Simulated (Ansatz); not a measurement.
**Si2H4F2: a ladder of functionals and wavefunction methods**

One table from this session's results is given with a row withheld; the runs are named, their logs left out.

Computed with Ansatz 0.2.0, Gaussian basis. Level: functionals in def2-TZVPP, the program's frozen cores in correlated methods.

The runs, in order: PBE-D4, r2SCAN-D4, PBE0-D4, B3LYP-D4, ωB97X-V, ωB97M-V, B2PLYP; CCSD(T)/def2-TZVPP; CCSD(T)/def2-QZVPP; extrapolation to the limit.

**The relaxed structure**

All runs share one geometry, relaxed beforehand with PBE0-D4 in a triple-zeta def2 set.

SMILES `F[SiH2][SiH2]F`, 8 atoms, charge 0, spin multiplicity 1.

Atoms are counted from 1 here; the program's logs count them from 0.

Bond lengths: F1–Si2 1.607 Å, Si2–Si3 2.355 Å, Si2–H5 1.485 Å, Si2–H6 1.485 Å, Si3–F4 1.607 Å, Si3–H7 1.485 Å, Si3–H8 1.485 Å. Angles: F1–Si2–Si3 107.7°, F1–Si2–H5 108.2°, F1–Si2–H6 108.1°, Si3–Si2–H5 111.7°, Si3–Si2–H6 111.8°, H5–Si2–H6 109.2°, Si2–Si3–F4 107.7°, Si2–Si3–H7 111.8°, Si2–Si3–H8 111.7°, F4–Si3–H7 108.1°, F4–Si3–H8 108.2°, H7–Si3–H8 109.2°.

Set-up of the first run:

in.yaml

```yaml
crystal:
  periodic: [false, false, false]
  atoms:
    - {symbol: F, position_ang: [-1.965594, 1.115439, -0.120117]}
    - {symbol: Si, position_ang: [-0.358500, 1.113581, -0.132452]}
    - {symbol: Si, position_ang: [0.358515, -1.113463, 0.133574]}
    - {symbol: F, position_ang: [1.965196, -1.118477, 0.095401]}
    - {symbol: H, position_ang: [0.094996, 1.685913, -1.425865]}
    - {symbol: H, position_ang: [0.112844, 1.980521, 0.977703]}
    - {symbol: H, position_ang: [-0.074248, -1.679715, 1.436751]}
    - {symbol: H, position_ang: [-0.133199, -1.983809, -0.964995]}
basis:
  gaussian: {orbitals: def2-TZVPP}
hamiltonian: {xc: pbe, dispersion: d4}
output: {forces: true, orbitals: {seedname: orbitals}}
```

Run with:

```
$ ansatz run in.yaml --threads 2 --pin off --events-out ev --progress --plain --max-ram 32768MiB --backend cpu
```

Steps of the session up to this table: PBE-D4 (GGA); r2SCAN-D4 (meta-GGA); PBE0-D4 (hybrid); B3LYP-D4 (hybrid); ωB97X-V (range-separated); ωB97M-V (range-separated); B2PLYP (double hybrid); CCSD(T) in def2-TZVPP; CCSD(T) in def2-QZVPP.

One table of the session follows, with a row left open; its other results are not shown here.

```
            method  atomisation energy (kJ/mol)
            PBE-D4                       2675.1
         r2SCAN-D4                       2687.0
           PBE0-D4                       2640.6
          B3LYP-D4                       2678.0
           ωB97X-V                       2711.2
           ωB97M-V                       2688.6
            B2PLYP                            ?
     HF/def2-TZVPP                       2051.4
    MP2/def2-TZVPP                       2666.0
   CCSD/def2-TZVPP                       2599.5
CCSD(T)/def2-TZVPP                       2626.9
           MP2/CBS                       2746.8
       CCSD(T)/CBS                       2710.7
```

**Question.** Estimate the row for B2PLYP.

As computed: atomisation energy (kJ/mol): 2658.8. In the column «atomisation energy (kJ/mol)» it lies between PBE0-D4 (2640.6) and MP2/def2-TZVPP (2666.0).

Limits of these values: Free atoms (2 F, 2 Si, 4 H) were run apart at each level; the atomisation energy is their sum less the molecule, without zero-point or spin-orbit terms.
